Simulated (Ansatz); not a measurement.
This script drives the Python package of Ansatz (0.2.0).

`run_freq.py`
```python
"""Vibrations of ClK(+)."""

from dataclasses import dataclass
import itertools

import ansatz as az
from ase import Atoms
from ase.data import atomic_numbers, covalent_radii
import numpy as np


@dataclass
class Settings:
    basis_set: str = "def2-SVP"
    functional: str = "pbe"
    charge: int = 1


settings = Settings()

atoms = Atoms(["K", "Cl"], positions=[
    (0.0, 0.0, 0.0),
    (0.0, 0.0, 3.015),
])
system = az.Crystal.molecule_from_ase(atoms)

job = (
    system.calculation()
    .basis(gaussian=settings.basis_set)
    .functional(settings.functional)
    .charge(settings.charge)
    .spin("collinear", total=1)
)
symbols = [site.symbol for site in system.cartesian_sites]
start = np.array([site.position_ang for site in system.cartesian_sites], dtype=float)
rep = job.relax(force_tolerance=0.003).run(threads=1).report
end = np.array(rep["positions_ang"])

# pairs closer than 1.2 times the sum of covalent radii, before or after
radius = [covalent_radii[atomic_numbers[s]] for s in symbols]
span = lambda where, i, j: np.linalg.norm(where[i] - where[j])
bonded = [(i, j) for i, j in itertools.combinations(range(len(symbols)), 2) if min(span(start, i, j), span(end, i, j)) < 1.2 * (radius[i] + radius[j])]
print("pair        before    after (A)")
for i, j in bonded:
    print(f"{symbols[i]}{i}-{symbols[j]}{j}".ljust(10), f"{span(start, i, j):8.4f} {span(end, i, j):8.4f}")

# same settings at the minimum
minimum = az.Crystal.molecule()
for symbol, place in zip(symbols, end):
    minimum = minimum.atom(symbol, place.tolist())
vibrating = (
    minimum.calculation()
    .basis(gaussian=settings.basis_set)
    .functional(settings.functional)
    .charge(settings.charge)
    .spin("collinear", total=1)
    .phonons(temperatures=(100, 500, 100))
)
vib = vibrating.run(threads=1).report["vibrations"]
sums = vib["harmonic_sums"]
modes = [m["omega_inv_cm"] for m in sums["modes_at_gamma"] if m["rigid_motion"] == "no"]
for number, w in enumerate(modes, start=1):
    print(f"mode {number:2d} {w:9.1f} 1/cm {w / 8065.544 * 1000:8.2f} meV")
print("imaginary modes:", sum(w < 0 for w in modes), " zero-point energy:", round(sums["zero_point_energy_ev"], 4), "eV")
```

It is started by `python run_freq.py`. How long does it take on 1 thread of Arm Neoverse V2, with other jobs on the host, and how much memory does it need?

It took about 23 s, with a peak of 0.2 GiB, for 2 runs of the engine.

```console
$ python run_freq.py
pair        before    after (A)
K0-Cl1       3.0150   3.2808
mode  1     101.7 1/cm    12.61 meV
imaginary modes: 0  zero-point energy: 0.0063 eV
```

Caveats:
- These settings explore the input space; basis and method may be short of convergence.
- The frequencies are harmonic and unscaled, in a modest basis. The result belongs to the one conformer reached from this start, and soft torsions count as harmonic oscillators.
- The species is open-shell (spin multiplicity 2).
- The spin state was assumed, and another may lie lower.

(A comment or docstring line of the script was reworded after the run, the code is as it ran; lines on the test bed's own set-up are left out of the output.)
